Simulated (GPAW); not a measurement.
## NbSi in GPAW: convergence with plane-wave cutoff (eV)

Crystal: NbSi.

```
CELL_PARAMETERS angstrom
3.15644 0.00000 0.00000
0.00000 3.15644 0.00000
0.00000 0.00000 3.15644
ATOMIC_POSITIONS crystal
Nb 0.00000 0.00000 0.00000
Si 0.50000 0.50000 0.50000
```

The cell was built by a generator and needn't be a form met in nature.

| Quantity | Value |
| --- | --- |
| Program | GPAW 26.7.0 |
| Task | convergence study |
| Functional | PBE |
| Potentials or basis | GPAW PAW data sets (gpaw-data 1.2.1) |
| Cutoff | 200 eV |
| Basis | pw |
| k mesh | 8 × 8 × 8 |
| Occupations | fermi-dirac, width 0.05 eV |
| Spin | no spin polarisation |

These are the settings of the first run; the series varies plane-wave cutoff (eV), with any setting tied to it.

Hardware: 1 thread of Arm Neoverse V1, on a shared host.

| plane-wave cutoff (eV) | energy less the tightest run, at zero smearing (meV/atom) | pressure (GPa) | SCF cycles | CPU time (s) | peak memory (GiB) |
| --- | --- | --- | --- | --- | --- |
| 200 | 244.78 | -5.17 | 9 | 6 | 0.12 |
| 250 | 112.86 | -3.59 | 9 | 6.3 | 0.12 |
| 300 | 45.35 | -2.06 | 9 | 7.4 | 0.13 |
| 350 | 17.47 | -1.05 | 9 | 7.8 | 0.13 |
| 400 | 7.72 | -0.61 | 9 | 8.6 | 0.13 |
| 500 | 2.18 | -0.38 | 9 | 14 | 0.14 |
| 600 | 0.60 | -0.33 | 9 | 14 | 0.15 |
| 800 | 0.05 | -0.30 | 9 | 21 | 0.16 |
| 1000 | 0.00 | -0.30 | 9 | 26 | 0.18 |

Against the tightest run, the energy stays within 1 meV/atom from 600 on; the pressure stays within 0.1 GPa from 500 on. The tightest run that finished is the yardstick and may itself not be fully converged.
